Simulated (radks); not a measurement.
# Cl⁻ inside a hard spherical wall

What does compression do to the levels of Cl⁻? A hard sphere of shrinking radius stands in for pressure; the configuration is held at [Ar].

The numbers are computed with radks (a radial shooting solver on a logarithmic mesh, Libxc functionals) version 1 (non-relativistic Kohn-Sham, LDA (Slater exchange, VWN5 correlation), spin-polarised, spherical densities, point nucleus), except any that are marked as measured or tabulated.

### Step 1. The system

```
element       : chlorine (Z = 17)
charge        : -1
electrons     : 18
configuration : [Ar]
```

The outer shells:

Cl⁻
```
[Ne] core
3s [↑↓]
3p [↑↓][↑↓][↑↓]
```

### Step 2. Wall at 20 bohr

Input:

```text
Z 17
configuration [Ar] 4s0 3d0 4p0
relativity non-relativistic
functional lda,vwn5
spin polarised
nucleus point
wall 20 bohr
```

### Step 3. Wall at 10 bohr

Input: that of step 2 with these lines changed.

```diff
@@ -6,2 +6,2 @@
 nucleus point
-wall 20 bohr
+wall 10 bohr
```

### Step 4. Wall at 6 bohr

Input: that of step 3 with these lines changed.

```diff
@@ -6,2 +6,2 @@
 nucleus point
-wall 10 bohr
+wall 6 bohr
```

### Step 5. Wall at 3.5 bohr

Input: that of step 4 with these lines changed.

```diff
@@ -6,2 +6,2 @@
 nucleus point
-wall 6 bohr
+wall 3.5 bohr
```

### Step 6. Wall at 3 bohr

Input: that of step 5 with these lines changed.

```diff
@@ -6,2 +6,2 @@
 nucleus point
-wall 3.5 bohr
+wall 3 bohr
```

### Step 7. Wall at 2 bohr

Input: that of step 6 with these lines changed.

```diff
@@ -6,2 +6,2 @@
 nucleus point
-wall 3 bohr
+wall 2 bohr
```

### Step 8. Wall at 1.5 bohr

Input: that of step 7 with these lines changed.

```diff
@@ -6,2 +6,2 @@
 nucleus point
-wall 2 bohr
+wall 1.5 bohr
```

What does the calculation give? Wanted: for each run, R; E − E(widest); ε(3p); ε(4s, empty); ε(4p, empty); ε(3d, empty); pressure.

As calculated:

```csv
R (bohr),E − E(widest) (eV),ε(3p) (eV),"ε(4s, empty) (eV)","ε(4p, empty) (eV)","ε(3d, empty) (eV)",pressure (GPa)
20,0.000,0.095,2.473,2.686,3.025,< 0.0001
10,0.016,0.163,4.687,6.003,7.056,0.0116
6,0.735,1.214,10.400,14.185,13.007,1.94
3.5,18.086,10.061,41.324,49.941,27.882,192
3,39.794,17.203,64.537,74.456,36.998,625
2,245.02,62.974,205.45,213.95,85.248,10744
1.5,741.41,149.74,449.58,442.09,158.45,68812
```

Eigenvalues are for spin up. At the tightest wall, 1.5 bohr, the energy stands 741.41 eV above the widest wall (20 bohr) and the pressure, −dE/dV, is 68812 GPa. Of the levels in the table that exist at both ends, 4s (empty) rises most from the widest wall (20 bohr) (447.10 eV). From R = 20 bohr inwards the highest occupied level lies above zero, in an anion first from self-interaction, then from the wall. Shells are not refilled when levels cross, and a hard wall is a model, not a crystal.
